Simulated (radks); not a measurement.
**Pb⁺ in [Hg] 6p0.5 6d0.5: an all-electron calculation**

Aim: the levels, the sizes of the orbitals and the parts of the energy of the lead ion Pb+.

The numbers are computed with radks (a radial shooting solver on a logarithmic mesh, Libxc functionals) version 1 (Dirac Kohn-Sham, Wu-Cohen GGA, spin-unpolarised, spherical densities, point nucleus; open shells fill j = l - 1/2 first), except any that are marked as measured or tabulated.

**1. What is computed**

- element: lead (Z = 82)
- charge: +1
- electrons: 81
- configuration: [Hg] 6p0.5 6d0.5

**2. Self-consistent calculation**

The run's settings:

```text
Z 82
configuration [Hg] 6p0.5 6d0.5
relativity Dirac
functional wc,pbe
spin unpolarised
j_filling energy
nucleus point
c 137.035999084
```

What does the calculation give?

**Answer**, as computed:

```
                        quantity                   value
                    total energy     -20926.8709 hartree
exchange-correlation share of it                  1.86 %
                            −T/E                  1.1645
          highest occupied level        6d3/2, -3.532 eV
    most extended occupied level  6d3/2, <r> = 5.81 bohr
 radius at density 0.001 e/bohr³               4.17 bohr
    maxima of the radial density                       4
```

6 principal shells are occupied and 4 maxima appear in the radial density; where shells overlap, one shows as a shoulder or not at all. −T/E is 1.164: with relativity the kinetic term as defined here no longer equals −E. This is not the tabulated ground configuration, so its levels and sizes aren't those of the ground state, and no measured value stands beside it.
